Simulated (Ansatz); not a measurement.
# GeH2O (singlet): from a generated start to a stationary point

Where does this start of GeH2O (singlet) end when it is relaxed?

The runs use Ansatz 0.2.0, Gaussian basis; RKS PBE0/def2-TZVP.

### 1 Where the work starts

4 atoms, charge 0, spin multiplicity 1.

Atoms are counted from 1 here; the program's logs count them from 0.

Bond lengths: Ge1–O2 1.574 Å, Ge1–H3 1.525 Å, Ge1–H4 1.525 Å. Angles: O2–Ge1–H3 124.2°, O2–Ge1–H4 124.2°, H3–Ge1–H4 111.5°.

The start was built by rule and, where that kept it together, relaxed with GFN2-xTB. Sticks and bond lists go by distance. No spin-orbit coupling is included. 

### 2 The run

Input file in.yaml:

```yaml
crystal:
  periodic: [false, false, false]
  atoms:
    - {symbol: Ge, position_ang: [-0.258743, -0.002168, -0.000095]}
    - {symbol: O, position_ang: [1.315436, 0.011021, 0.000483]}
    - {symbol: H, position_ang: [-1.127243, 1.250967, -0.003020]}
    - {symbol: H, position_ang: [-1.106126, -1.269678, 0.002200]}
basis:
  gaussian: {orbitals: def2-TZVP}
hamiltonian: {xc: pbe0}
relax: {f_tol: 0.004, max_steps: 80}
```

Command:

```
> ansatz run in.yaml --threads 1 --pin off --events-out ev --progress --plain --max-ram 1740MiB
```

Before running it: what results should come out? Wanted: energy gained; shift from the start; total energy; dipole moment.

As calculated:

| quantity | value |
| --- | --- |
| steps | 4 |
| energy gained | 0.097 eV |
| shift from the start (rms) | 0.029 Å |
| total energy | -58587.9387 eV |
| dipole moment | 3.92 D |

In words: The bonds of the start are those of the end. Ge1–O2 went from 1.574 to 1.632 Å. No vibrations were run, so this is a stationary point, not a proven minimum, and this spin need not be the ground state's.
